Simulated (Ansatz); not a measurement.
# RbGdO2 (NaFeO2 type): how the settings move a calculation

Question: which choices in the input matter for RbGdO2 (NaFeO2 type)?

Method: reference: DFT LDA+U, scalar-relativistic, plane waves, PAW, unless a step's input says otherwise, in Ansatz 0.2.0.

3 further runs of the same task are left out: 1 that didn't finish, 2 set aside as unsound or not needed.

## 1. The system as given

The structure is trigonal, space group R-3m (No. 166). The conventional cell has a = 3.564 Å, b = 3.564 Å, c = 19.407 Å, α = 90.00°, β = 90.00°, γ = 120.00°. Rb (site symmetry -3m) has 6 O at 2.83 Å as nearest neighbours. Gd (site symmetry -3m) has 6 O at 2.43 Å as nearest neighbours. O (site symmetry 3m) has 3 Gd at 2.43 Å and 3 Rb at 2.83 Å as nearest neighbours.

Structure file:

```
Rb Gd O
1.0
     1.78190    1.02878    6.46896
    -1.78190    1.02878    6.46896
     0.00000   -2.05756    6.46896
Rb Gd O
1 1 2
Direct
  0.50000 0.50000 0.50000
  0.00000 0.00000 0.00000
  0.26670 0.26670 0.26670
  0.73330 0.73330 0.73330
```

## 2. The reference run

Input file input.yaml:

```yaml
crystal:
  lattice:
    - [1.7818954456, 1.0287778152, 6.468960435]
    - [-1.7818954456, 1.0287778152, 6.468960435]
    - [0.0, -2.0575556304, 6.468960435]
  atoms:
    - { symbol: Rb, position: [0.5, 0.5, 0.5] }
    - { symbol: Gd, position: [0.0, 0.0, 0.0], spin: 7.59 }
    - { symbol: O, position: [0.2667, 0.2667, 0.2667] }
    - { symbol: O, position: [0.7333, 0.7333, 0.7333] }
basis:
  ecutwfc: 420
  ecutrho_ratio: 4
kpoints:
  mp_grid: { grid: [8, 8, 8] }
hamiltonian:
  xc: lda
  hubbard: { sites: [{ species: Gd, l: f, u_eff: 6.0 }] }
scf:
  occupations: { method: gaussian, width: 0.05 }
  lower_state_search: "off"
output:
  forces: true
  stress: true
  eigenvalues: true
  populations: true
magnetization:
  spin_polarized: true
relax:
  f_tol: 0.02
  max_steps: 40
  cell: { stress_tol: 0.2, fix: [volume] }
checkpoint:
  read: start.run
  write: ck
  compress: false
  write_wavefunctions: false
  write_every: 100000
```

On the command line:

```bash
$ ansatz run input.yaml --threads 4 --pin off --max-ram 9216MiB --backend cpu --events-out ev --progress --plain --runs-dir out
```

## 3. Changed: xc r2scan, lower_state_search left out

Input file input.yaml:

```yaml
crystal:
  lattice:
    - [1.772231142131, 1.023198126975, 6.539705674102]
    - [-1.772231142131, 1.023198126975, 6.539705674102]
    - [5.100283085804e-34, -2.046396253951, 6.539705674102]
  atoms:
    - { symbol: Rb, position: [0.5, 0.5, 0.5] }
    - { symbol: Gd, position: [8.044832674773e-19, 8.044832674773e-19, 8.044832674773e-19], spin: 7.0 }
    - { symbol: O, position: [0.2748089128186, 0.2748089128186, 0.2748089128186] }
    - { symbol: O, position: [0.7251910871814, 0.7251910871814, 0.7251910871814] }
basis:
  ecutwfc: 420
  ecutrho_ratio: 4
kpoints:
  mp_grid: { grid: [8, 8, 8] }
hamiltonian:
  xc: r2scan
  hubbard: { sites: [{ species: Gd, l: f, u_eff: 6.0 }] }
scf:
  occupations: { method: gaussian, width: 0.05 }
output:
  forces: true
  stress: true
  write_density: true
  write_potential: true
  elf: true
  volumetric_format: npy
magnetization:
  spin_polarized: true
```

## 4. Changing settings: xc pbesol, preconditioner kerker_dos, accuracy high, lower_state_search left out

Input file input.yaml:

```yaml
crystal:
  lattice:
    - [1.772231142131, 1.023198126975, 6.539705674102]
    - [-1.772231142131, 1.023198126975, 6.539705674102]
    - [5.100283085804e-34, -2.046396253951, 6.539705674102]
  atoms:
    - { symbol: Rb, position: [0.5, 0.5, 0.5] }
    - { symbol: Gd, position: [8.044832674773e-19, 8.044832674773e-19, 8.044832674773e-19], spin: 7.0 }
    - { symbol: O, position: [0.2748089128186, 0.2748089128186, 0.2748089128186] }
    - { symbol: O, position: [0.7251910871814, 0.7251910871814, 0.7251910871814] }
basis:
  ecutwfc: 420
  ecutrho_ratio: 4
kpoints:
  mp_grid: { grid: [8, 8, 8] }
hamiltonian:
  xc: pbesol
  hubbard: { sites: [{ species: Gd, l: f, u_eff: 6.0 }] }
scf:
  occupations: { method: gaussian, width: 0.05 }
  mixing: { preconditioner: kerker_dos }
output:
  forces: true
  stress: true
magnetization:
  spin_polarized: true
accuracy: high
```

What does the calculation give? Wanted: for each run, ending; energy change; pressure; gap; abs. moment; force.

As calculated:

| run | ending | energy change | pressure (GPa) | gap (eV) | abs. moment (μB) | force (eV/Å) | cycles | time |
| --- | --- | --- | --- | --- | --- | --- | --- | --- |
| reference | converged | - | -4.7 | 3.05 | 7.12 | 0.01 | - | 20 s |
| 1: xc r2scan, lower_state_search left out | converged | not comparable | 0.8 | 3.62 | 7.18 | 0.27 | 13 | 17 s |
| 2: xc pbesol, preconditioner kerker_dos, accuracy high, lower_state_search left out | converged | not comparable | -1.3 | 3.11 | 7.12 | 0.15 | 13 | 8 s |

Times don't compare one to one where runs were asked for different outputs or read a saved state (see the inputs); cycles may leave out searches for a lower state.

Run 1 ran under the cutoff that the potentials recommend, as the log warns, so basis error is mixed into its values. The gap of the reference lacks spin-orbit coupling, though the cell holds Gd.
